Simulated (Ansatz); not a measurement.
# Co2Ge: the cost of one run

Computed with Ansatz 0.2.0 (DFT r2SCAN, scalar-relativistic, plane waves, PAW, unless a step's input says otherwise).

1 further run of the same task is left out (it didn't finish).

## Step 1: Starting point

The structure is hexagonal, space group P6_3/mmc (No. 194). The conventional cell has a = 4.005 Å, b = 4.005 Å, c = 5.015 Å, α = 90.00°, β = 90.00°, γ = 120.00°. Co (site symmetry -6m2) has 5 Ge at 2.31 to 2.51 Å and 6 Co at 2.63 Å as nearest neighbours. Co (site symmetry -3m) has 8 Co at 2.51 to 2.63 Å and 6 Ge at 2.63 Å as nearest neighbours. Ge (site symmetry -6m2) is surrounded by 11 Co at 2.31 to 2.63 Å.

Structure file:

```cif
data_structure
_symmetry_space_group_name_H-M 'P6_3/mmc'
_symmetry_Int_Tables_number 194
_cell_length_a 4.0053
_cell_length_b 4.0053
_cell_length_c 5.0150
_cell_angle_alpha 90.000
_cell_angle_beta 90.000
_cell_angle_gamma 120.000
_cell_volume 69.67
loop_
_atom_site_label
_atom_site_type_symbol
_atom_site_symmetry_multiplicity
_atom_site_Wyckoff_symbol
_atom_site_fract_x
_atom_site_fract_y
_atom_site_fract_z
_atom_site_occupancy
Co1 Co 2 d 0.66667 0.33333 0.25000 1
Co2 Co 2 a 0.00000 0.00000 0.50000 1
Ge1 Ge 2 c 0.33333 0.66667 0.25000 1
```

(A quick probe on a coarse mesh, which set the mesh and smearing, is not shown.)

## Step 3: The relaxation

input.yaml reads:

```yaml
crystal:
  lattice:
    - [4.0052799007, 0.0, 0.0]
    - [-2.0026399504, 3.4686741433, 0.0]
    - [0.0, 0.0, 5.015049]
  atoms:
    - { symbol: Co, position: [0.66666667, 0.33333333, 0.25], spin: 0.79 }
    - { symbol: Co, position: [0.0, 0.0, 0.5], spin: 1.92 }
    - { symbol: Co, position: [0.0, 0.0, 0.0], spin: 1.92 }
    - { symbol: Co, position: [0.33333333, 0.66666667, 0.75], spin: 0.79 }
    - { symbol: Ge, position: [0.33333333, 0.66666667, 0.25] }
    - { symbol: Ge, position: [0.66666667, 0.33333333, 0.75] }
basis:
  ecutwfc: 500
kpoints:
  mp_grid: { grid: [12, 12, 8] }
hamiltonian:
  xc: r2scan
scf:
  occupations: { method: gaussian, width: 0.1 }
output:
  forces: true
  stress: true
  eigenvalues: true
  populations: true
magnetization:
  spin_polarized: true
relax:
  adjacent_minimum: "off"
  f_tol: 0.01
  max_steps: 80
  cell: { stress_tol: 0.05 }
```

Launch:

```
> ansatz run input.yaml --threads 4 --pin off --max-ram 10240MiB --backend cpu --events-out ev --progress --plain --runs-dir out
```

What time and memory should one allow on 4 threads of Intel Xeon 6975P-C (Granite Rapids), shared host?

About 2.6 min, with a peak of 1.2 GiB.
